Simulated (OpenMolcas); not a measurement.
**Au²⁺ among point charges: CASSCF and CASPT2 levels and susceptibility**

How does a field of 3 point charges split the states of Au²⁺, and what χT follows?

Method: state-averaged CASSCF and CASPT2, spin-orbit coupling by RASSI with atomic mean-field integrals. Code: OpenMolcas 26.06.

## (1) The atom as given

* Species: Au²⁺ (gold, Z = 79, 77 electrons)
* Basis: ANO-RCC-VDZP [7s6p4d2f], 59 functions
* Scalar Hamiltonian: DKH2, point nucleus
* Inactive shells: 1s 2s 2p 3s 3p 3d 4s 4p 4d 4f 5s 5p
* Active space: 9 electrons in 5 orbitals (5d)
* Some configurations of this space: 5d9
* Orbitals: optimised for each spin and parity, averaged over all roots

The outer shells:

5d9
```
5d [↑↓][↑↓][↑↓][↑↓][↑ ]
```

The ion sits among 3 point charges of -2.5 e arranged as a planar triangle (D3h), 1.83 Å from the ion.

Each step is its own input file, run in one work folder so that later steps find the files of earlier ones. Labels, J, g values, rates, χT and fits are worked out afterwards by a script from the matrices that RASSI stores.

## (2) One- and two-electron integrals

Contents of a.inp:

```
&GATEWAY
Coord
1

Au 0.0 0.0 0.0
Basis=ANO-RCC-VDZP
Group=NoSym
NoMove
AngMom=0.0 0.0 0.0
AMFI
XField
3 Angstrom 0
1.830000 0.000000 0.000000 -2.500000
-0.915000 1.584826 0.000000 -2.500000
-0.915000 -1.584826 0.000000 -2.500000
&SEWARD
```

Command:

```console
> OMP_NUM_THREADS=1 MOLCAS_MEM=1689 MOLCAS_PROJECT=a pymolcas a.inp > a.log
```

## (3) CASSCF: doublets, 5 roots

Contents of a.inp:

```
&RASSCF
FileOrb=start.orb
Symmetry=1
Spin=2
nActEl=9 0 0
Inactive=34
Ras2=5
CIRoot=5 5 1
SDav=5
CIMx=300
Iter=120 100
PrWF=0.3
OrbListing=Nothing
MaxOrb=0
>>> COPY $Project.JobIph JOB001
```

start.orb holds the contracted functions of the basis, ordered by shell, or the orbitals of the step before.

## (4) RASSI: spin-orbit coupling between the states

Contents of a.inp:

```
&RASSI
NrOfJobIphs=1 5
1 2 3 4 5
IphNames
JOB001
EJob
SpinOrbit
DIPRint=1.0
SOCoupling=1000.0
Subsets=2
Property=9
'ANGMOM' 1 'ANGMOM' 2 'ANGMOM' 3 'MLTPL  1' 1 'MLTPL  1' 2 'MLTPL  1' 3
'AMFI' 1 'AMFI' 2 'AMFI' 3
SOProperty=3
'ANGMOM' 1 'ANGMOM' 2 'ANGMOM' 3
```

## (5) CASPT2: IPEA 0.25, imaginary shift 0.1 (closed shells correlated: 4f 5s 5p)

Contents of a.inp:

```
>>> COPY JOB001 $Project.JobIph
&CASPT2
Multistate=5 1 2 3 4 5
NoMult
Frozen=23
IPEA=0.25
Imaginary=0.1
MaxIter=60
WThr=0.0 0.3 0.05
PrWF=0.5
NoMix
```

(Steps that only read results are left out.)

**Question.** What will these runs give? Wanted: spin-free ground state; first state of the same spin within the active space; lowest level; next level.

**Answer**, as computed:

| quantity | value |
| --- | --- |
| method | SS-CASPT2, IPEA 0.25, imaginary shift 0.1 (closed shells correlated: 4f 5s 5p) |
| spin-free ground state | 2E, 2-fold in its orbital part |
| first state of the same spin within the active space | 2E at 20700 cm⁻¹ |
| lowest level | 2-fold E1/2, g = 0.00, 0.00, 5.86 |
| next level | 8924.9 cm⁻¹ |
| χT at 300 K | 1.09 cm³ K/mol |
| effective moment at 300 K | 2.96 μB |

Cost by method:

| method | time of its own steps | time with the reference |
| --- | --- | --- |
| A. CASSCF | 2 s | 2 s |
| B. SS-CASPT2, IPEA 0.25, imaginary shift 0.1, +4f 5s 5p | 1.1 s | 3.1 s |

Times are of one thread on a shared host.

What this shows: The spin-free ground state (2E) comes to 100 % from free-ion D terms and keeps the highest spin of the shell. χT at 300 K is 1.09, against 0.38 cm³ K/mol for the spin alone, so orbital moment adds to it. CASPT2 does not keep the components of a term degenerate, and the means are used. The field of point charges can differ much from that of real complexes. Point charges carry no covalency, so the field is a model and not that of real ligands.
